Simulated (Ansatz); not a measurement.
# CH₄AlIn: small, medium and large basis sets

How large a basis does CH₄AlIn need? Two functionals are run in growing sets.

Program: Ansatz 0.2.0, Gaussian basis. Level of theory: one geometry, several basis sets. These are calculated values, not measurements.

The runs, in order: PBE0-D4/def2-SVP; ωB97M-V/def2-SVP; PBE0-D4/def2-QZVPP; ωB97M-V/def2-QZVPP; the functionals' def2-TZVPP values are taken from earlier runs.

### Step 1. Structure used throughout

All runs share one geometry, relaxed beforehand with PBE0-D4 in a triple-zeta def2 set. In takes the def2 core potential; no spin-orbit term is included.

SMILES `[CH2]1[AlH][InH]1`, 7 atoms, charge 0, spin multiplicity 1.

Atoms are counted from 1 here; the program's logs count them from 0.

Bond lengths: C1–Al2 1.874 Å, C1–In3 2.440 Å, C1–H4 1.102 Å, C1–H5 1.092 Å, Al2–In3 2.543 Å, Al2–H6 1.584 Å, In3–H7 1.731 Å. Angles: Al2–C1–In3 70.8°, Al2–C1–H4 120.2°, Al2–C1–H5 127.0°, In3–C1–H4 79.7°, In3–C1–H5 142.8°, H4–C1–H5 107.9°, C1–Al2–In3 65.0°, C1–Al2–H6 138.7°, In3–Al2–H6 138.8°, C1–In3–Al2 44.1°, C1–In3–H7 117.5°, Al2–In3–H7 161.6°.

### Step 2. PBE0-D4 in def2-SVP

The input, in.yaml:

```yaml
crystal:
  periodic: [false, false, false]
  atoms:
    - {symbol: C, position_ang: [-0.613015, 0.132395, -0.657388]}
    - {symbol: Al, position_ang: [-0.455152, 0.915124, 1.037937]}
    - {symbol: In, position_ang: [1.229336, -0.924358, 0.544100]}
    - {symbol: H, position_ang: [-0.896869, -0.927592, -0.754821]}
    - {symbol: H, position_ang: [-0.866209, 0.635268, -1.593011]}
    - {symbol: H, position_ang: [-0.487615, 2.358350, 1.689006]}
    - {symbol: H, position_ang: [2.089523, -2.189186, -0.265833]}
basis:
  gaussian: {orbitals: def2-SVP}
hamiltonian: {xc: pbe0, dispersion: d4}
output: {orbitals: {seedname: orbitals}}
```

On the command line:

```
> ansatz run in.yaml --threads 2 --pin off --events-out ev --progress --plain --max-ram 4352MiB
```

After this run come: ωB97M-V in def2-SVP; PBE0-D4 in def2-QZVPP; ωB97M-V in def2-QZVPP.

Before running them: what should the planned runs give, taken together? Wanted: PBE0-D4: double and triple zeta above quadruple; ωB97M-V: double and triple zeta above quadruple.

As calculated:

| quantity | value |
| --- | --- |
| PBE0-D4: double and triple zeta above quadruple | 4.06, 0.30 eV |
| ωB97M-V: double and triple zeta above quadruple | 4.15, 0.30 eV |

In words: PBE0-D4 gains 3.76 eV from double to triple zeta, then 0.30 eV more. Total energies overstate the basis error of differences, where much of it tends to cancel.
